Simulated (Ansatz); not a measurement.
# CsHgBr3, space group Pm-3m: a charge-density difference against the sublattices

Program: the Python package of Ansatz (0.2.0).

At the Python prompt:
```pycon
>>> import ansatz as az
>>> import numpy as np
>>> VECTORS = np.array([
...     [5.77, 0.0, 0.0],
...     [0.0, 5.77, 0.0],
...     [0.0, 0.0, 5.77],
... ])
>>> SITES = [
...     ("Cs", (0.0, 0.0, 0.0)),
...     ("Hg", (0.5, 0.5, 0.5)),
...     ("Br", (0.0, 0.5, 0.5)),
...     ("Br", (0.5, 0.0, 0.5)),
...     ("Br", (0.5, 0.5, 0.0)),
... ]
>>> def make_crystal(cell):
...     crystal = az.Crystal(lattice=az.Lattice.of(cell))
...     for symbol, position in SITES:
...         crystal = crystal.atom(symbol, position)
...     return crystal
...
>>> # one cutoff and one grid for all runs, so that the fields can be subtracted
>>> def solve(crystal):
...     return (
...         crystal.calculation()
...         .functional(az.Functional.PBESOL)
...         .occupations("Fermi-Dirac", width=0.15)
...         .basis(460, grid_basis="typed")
...         .kpoints(4, 4, 4)
...         .density()
...         .run(threads=1)
...     )
...
>>> whole = solve(make_crystal(VECTORS))
>>> difference = whole.density().channels[0].density_e_per_ang3.copy()
>>> binding = whole.report["free_energy_ev"]
>>> for element in ["Cs", "Hg", "Br"]:
...     part = az.Crystal(lattice=az.Lattice.of(VECTORS))
...     for symbol, position in SITES:
...         if symbol == element:
...             part = part.atom(symbol, position)
...     alone = solve(part)
...     difference -= alone.density().channels[0].density_e_per_ang3
...     binding -= alone.report["free_energy_ev"]
...     print(f"{element} sublattice: {alone.report['n_electrons']:g} electrons, {alone.report['n_iterations']} iterations")
...
Cs sublattice: 9 electrons, 6 iterations
Hg sublattice: 20 electrons, 8 iterations
Br sublattice: 21 electrons, 9 iterations
>>> voxel = abs(np.linalg.det(VECTORS)) / difference.size
>>> print(f"energy of the crystal less its unpolarised sublattices: {binding / len(SITES):.4f} eV/atom")
energy of the crystal less its unpolarised sublattices: -1.7957 eV/atom
>>> print(f"net charge of the difference {difference.sum() * voxel:.5f} e, charge moved {0.5 * np.abs(difference).sum() * voxel:.3f} e")
net charge of the difference -0.00000 e, charge moved 0.832 e
>>> print(f"extremes {difference.min():.4f} and {difference.max():.4f} e/A^3")
extremes -0.3479 and 0.0454 e/A^3
>>> for (symbol, position) in SITES:
...     index = tuple(int(round(p * n)) % n for p, n in zip(position, difference.shape))
...     print(f"  change of the pseudo-density at the grid point nearest {symbol}: {difference[index]:+.4f} e/A^3")
...
  change of the pseudo-density at the grid point nearest Cs: -0.0077 e/A^3
  change of the pseudo-density at the grid point nearest Hg: -0.3479 e/A^3
  change of the pseudo-density at the grid point nearest Br: -0.0120 e/A^3
  change of the pseudo-density at the grid point nearest Br: -0.0120 e/A^3
  change of the pseudo-density at the grid point nearest Br: -0.0120 e/A^3
```

The cell holds an odd number of electrons and is run without spin, so a magnetic state may lie lower. Spin-orbit coupling, which matters for elements this heavy, is left out. Grid values close to the nuclei reflect the PAW or pseudopotential construction, not the all-electron fields. The structure is a deposited one; some such entries were measured under pressure or heat, so a shift against it needn't be the functional's error alone. Charge moved counts every rearrangement, bonding and polarisation too, and is no transfer between atoms; the bare sublattices are artificial references. Values near the nuclei depend on the potentials. Finished in 11 s on 1 thread of Intel(R) Xeon(R) Platinum 8259CL CPU @ 2.50GHz (Skylake/Cascade Lake) (shared host), peak memory 0.53 GiB.
